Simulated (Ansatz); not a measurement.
**Tc: equation of state**

How stiff is Tc, and at what volume does the pressure vanish? The cell is scaled evenly, atoms carried along, and solved with LAPW, PAW and all-electron datasets made for the crystal.

Method: DFT PBEsol, scalar-relativistic, in Ansatz 0.2.0.

**1. Starting point**

It takes space group Fm-3m (No. 225, cubic). The conventional cell has a = 3.900 Å, b = 3.900 Å, c = 3.900 Å, α = 90.00°, β = 90.00°, γ = 90.00°. Around Tc (site symmetry m-3m) lie 12 Tc at 2.76 Å.

Coordinates:

```cif
data_structure
_symmetry_space_group_name_H-M 'P 1'
_symmetry_Int_Tables_number 1
_cell_length_a 2.7577
_cell_length_b 2.7577
_cell_length_c 2.7577
_cell_angle_alpha 60.000
_cell_angle_beta 60.000
_cell_angle_gamma 60.000
_cell_volume 14.83
loop_
_atom_site_label
_atom_site_type_symbol
_atom_site_fract_x
_atom_site_fract_y
_atom_site_fract_z
_atom_site_occupancy
Tc1 Tc 0.00000 0.00000 0.00000 1
```

**2. Volume × 0.96, LAPW**

input.yaml reads:

```yaml
crystal:
  lattice:
    - [0.0, 1.923645418, 1.923645418]
    - [1.923645418, 0.0, 1.923645418]
    - [1.923645418, 1.923645418, 0.0]
  atoms:
    - { symbol: Tc, position: [0.0, 0.0, 0.0] }
kpoints:
  mp_grid: { grid: [18, 18, 18] }
  band_path:
    path:
      - [0.0, 0.0, 0.0]
      - [0.5, 0.0, 0.5]
      - [0.625, 0.25, 0.625]
      - [0.375, 0.375, 0.75]
      - [0.0, 0.0, 0.0]
      - [0.5, 0.5, 0.5]
      - [0.5, 0.25, 0.75]
      - [0.5, 0.0, 0.5]
    npoints: 5
scf:
  occupations: { method: fermi_dirac, width: 0.03 }
hamiltonian:
  xc: pbesol
  pseudopotentials: { kind: all_electron, lapw: { basis_error: 0.00025 } }
output:
  forces: true
  stress: true
  eigenvalues: true
```

On the command line:

```console
> ansatz run input.yaml --threads 1 --pin off --max-ram 3072MiB --backend cpu --events-out ev --progress --plain --runs-dir out
```

**3. Volume × 0.96, PAW**

input.yaml reads:

```yaml
crystal:
  lattice:
    - [0.0, 1.923645418, 1.923645418]
    - [1.923645418, 0.0, 1.923645418]
    - [1.923645418, 1.923645418, 0.0]
  atoms:
    - { symbol: Tc, position: [0.0, 0.0, 0.0] }
kpoints:
  mp_grid: { grid: [18, 18, 18] }
scf:
  occupations: { method: fermi_dirac, width: 0.03 }
hamiltonian:
  xc: pbesol
  pseudopotentials: { kind: paw }
output:
  forces: true
  stress: true
  eigenvalues: true
  efg: { contact_densities: true }
```

**4. Volume × 0.96, crystal datasets**

input.yaml, as its differences from that of step 3:

```diff
@@ -13,3 +13,3 @@
   xc: pbesol
-  pseudopotentials: { kind: paw }
+  pseudopotentials: { kind: all_electron, datasets: crystal }
 output:
```

**5. Volume × 0.99, LAPW**

input.yaml reads:

```yaml
crystal:
  lattice:
    - [0.0, 1.9434782122, 1.9434782122]
    - [1.9434782122, 0.0, 1.9434782122]
    - [1.9434782122, 1.9434782122, 0.0]
  atoms:
    - { symbol: Tc, position: [0.0, 0.0, 0.0] }
kpoints:
  mp_grid: { grid: [18, 18, 18] }
  band_path:
    path:
      - [0.0, 0.0, 0.0]
      - [0.5, 0.0, 0.5]
      - [0.625, 0.25, 0.625]
      - [0.375, 0.375, 0.75]
      - [0.0, 0.0, 0.0]
      - [0.5, 0.5, 0.5]
      - [0.5, 0.25, 0.75]
      - [0.5, 0.0, 0.5]
    npoints: 5
scf:
  occupations: { method: fermi_dirac, width: 0.03 }
hamiltonian:
  xc: pbesol
  pseudopotentials: { kind: all_electron, lapw: { basis_error: 0.00025 } }
output:
  forces: true
  stress: true
  eigenvalues: true
```

**6. Volume × 0.99, PAW**

input.yaml reads:

```yaml
crystal:
  lattice:
    - [0.0, 1.9434782122, 1.9434782122]
    - [1.9434782122, 0.0, 1.9434782122]
    - [1.9434782122, 1.9434782122, 0.0]
  atoms:
    - { symbol: Tc, position: [0.0, 0.0, 0.0] }
kpoints:
  mp_grid: { grid: [18, 18, 18] }
scf:
  occupations: { method: fermi_dirac, width: 0.03 }
hamiltonian:
  xc: pbesol
  pseudopotentials: { kind: paw }
output:
  forces: true
  stress: true
  eigenvalues: true
  efg: { contact_densities: true }
```

**7. Volume × 0.99, crystal datasets**

input.yaml, as its differences from that of step 6:

```diff
@@ -13,3 +13,3 @@
   xc: pbesol
-  pseudopotentials: { kind: paw }
+  pseudopotentials: { kind: all_electron, datasets: crystal }
 output:
```

**8. Volume × 1.02, LAPW**

input.yaml reads:

```yaml
crystal:
  lattice:
    - [0.0, 1.9629142836, 1.9629142836]
    - [1.9629142836, 0.0, 1.9629142836]
    - [1.9629142836, 1.9629142836, 0.0]
  atoms:
    - { symbol: Tc, position: [0.0, 0.0, 0.0] }
kpoints:
  mp_grid: { grid: [18, 18, 18] }
  band_path:
    path:
      - [0.0, 0.0, 0.0]
      - [0.5, 0.0, 0.5]
      - [0.625, 0.25, 0.625]
      - [0.375, 0.375, 0.75]
      - [0.0, 0.0, 0.0]
      - [0.5, 0.5, 0.5]
      - [0.5, 0.25, 0.75]
      - [0.5, 0.0, 0.5]
    npoints: 5
scf:
  occupations: { method: fermi_dirac, width: 0.03 }
hamiltonian:
  xc: pbesol
  pseudopotentials: { kind: all_electron, lapw: { basis_error: 0.00025 } }
output:
  forces: true
  stress: true
  eigenvalues: true
```

**9. Volume × 1.02, PAW**

input.yaml reads:

```yaml
crystal:
  lattice:
    - [0.0, 1.9629142836, 1.9629142836]
    - [1.9629142836, 0.0, 1.9629142836]
    - [1.9629142836, 1.9629142836, 0.0]
  atoms:
    - { symbol: Tc, position: [0.0, 0.0, 0.0] }
kpoints:
  mp_grid: { grid: [18, 18, 18] }
scf:
  occupations: { method: fermi_dirac, width: 0.03 }
hamiltonian:
  xc: pbesol
  pseudopotentials: { kind: paw }
output:
  forces: true
  stress: true
  eigenvalues: true
  efg: { contact_densities: true }
```

**10. Volume × 1.02, crystal datasets**

input.yaml, as its differences from that of step 9:

```diff
@@ -13,3 +13,3 @@
   xc: pbesol
-  pseudopotentials: { kind: paw }
+  pseudopotentials: { kind: all_electron, datasets: crystal }
 output:
```

**11. Volume × 1.06, LAPW**

input.yaml reads:

```yaml
crystal:
  lattice:
    - [0.0, 1.9882450037, 1.9882450037]
    - [1.9882450037, 0.0, 1.9882450037]
    - [1.9882450037, 1.9882450037, 0.0]
  atoms:
    - { symbol: Tc, position: [0.0, 0.0, 0.0] }
kpoints:
  mp_grid: { grid: [18, 18, 18] }
  band_path:
    path:
      - [0.0, 0.0, 0.0]
      - [0.5, 0.0, 0.5]
      - [0.625, 0.25, 0.625]
      - [0.375, 0.375, 0.75]
      - [0.0, 0.0, 0.0]
      - [0.5, 0.5, 0.5]
      - [0.5, 0.25, 0.75]
      - [0.5, 0.0, 0.5]
    npoints: 5
scf:
  occupations: { method: fermi_dirac, width: 0.03 }
hamiltonian:
  xc: pbesol
  pseudopotentials: { kind: all_electron, lapw: { basis_error: 0.00025 } }
output:
  forces: true
  stress: true
  eigenvalues: true
```

**12. Volume × 1.06, PAW**

input.yaml reads:

```yaml
crystal:
  lattice:
    - [0.0, 1.9882450037, 1.9882450037]
    - [1.9882450037, 0.0, 1.9882450037]
    - [1.9882450037, 1.9882450037, 0.0]
  atoms:
    - { symbol: Tc, position: [0.0, 0.0, 0.0] }
kpoints:
  mp_grid: { grid: [18, 18, 18] }
scf:
  occupations: { method: fermi_dirac, width: 0.03 }
hamiltonian:
  xc: pbesol
  pseudopotentials: { kind: paw }
output:
  forces: true
  stress: true
  eigenvalues: true
  efg: { contact_densities: true }
  write_density: true
  write_potential: true
  elf: true
  volumetric_format: npy
```

**13. Volume × 1.06, crystal datasets**

input.yaml, as its differences from that of step 12:

```diff
@@ -13,3 +13,3 @@
   xc: pbesol
-  pseudopotentials: { kind: paw }
+  pseudopotentials: { kind: all_electron, datasets: crystal }
 output:
@@ -19,5 +19 @@
   efg: { contact_densities: true }
-  write_density: true
-  write_potential: true
-  elf: true
-  volumetric_format: npy
```

(Steps that only read results are left out.)

**Question.** What will these runs give?

The runs gave:

| quantity | value |
| --- | --- |
| pressure at 14.24 Å³/atom (LAPW) | -3.64 GPa |
| pressure at 15.72 Å³/atom (LAPW) | -28.09 GPa |

Over this range the mean stiffness −dP/dlnV is 247 GPa by LAPW; the pressure keeps one sign, so equilibrium lies outside the range. No thermal or zero-point expansion is included.
